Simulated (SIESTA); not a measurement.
InSnTe2:

```
Te Sn In
1.0
     2.23243    1.28889    7.22834
    -2.23243    1.28889    7.22834
     0.00000   -2.57779    7.22834
Te Sn In
2 1 1
Direct
  0.25088 0.25088 0.25088
  0.74912 0.74912 0.74912
  0.50000 0.50000 0.50000
  0.00000 0.00000 0.00000
```

The cell comes from a database or a generator and needn't be the stable form of this composition.

- Program: SIESTA 5.4.2
- Task: single point
- Functional: PBEsol
- Potentials or basis: PseudoDojo 0.4 standard (PBEsol files)
- Basis: DZP (energy shift 0.003 Ry; two zetas on semicore shells)
- Grid cutoff: 500 Ry
- Energy shift: 0.003 Ry
- k mesh: 7 × 7 × 7
- Occupations: fermi-dirac, width 0.05 eV
- Spin: no spin polarisation

On this cell: pressure -0.9 GPa; largest force 0.013 eV/Å; band gap on the k mesh none (metal or under the smearing width).

The same run follows on a disturbed copy (atoms moved at random, drawn with an rms of 0.05 Å):

```
Te Sn In
1.0
     2.23243    1.28889    7.22834
    -2.23243    1.28889    7.22834
     0.00000   -2.57779    7.22834
Te Sn In
2 1 1
Direct
  0.24094 0.25806 0.25842
  0.75166 0.75218 0.74573
  0.48705 0.50516 0.50593
  0.99894 0.99078 0.00992
```

Question: What does the disturbed cell give?

Answer: The energy (extrapolated to zero smearing) moves by +2.4 meV/atom; pressure -0.8 GPa; largest force 0.150 eV/Å; band gap on the k mesh none (metal or under the smearing width).

Forces on the atoms (eV/Å):
```
Te   0.096  0.037 -0.109
Te  -0.084 -0.118 -0.005
Sn   0.083  0.025  0.114
In  -0.095  0.055  0.000
```

Stress tensor (GPa, compression positive):
```
-0.65  0.09  0.09
 0.09 -0.89  0.14
 0.09  0.14 -0.94
```

Caveats: the basis of atomic orbitals isn't converged, which shifts pressures, moduli and gaps.
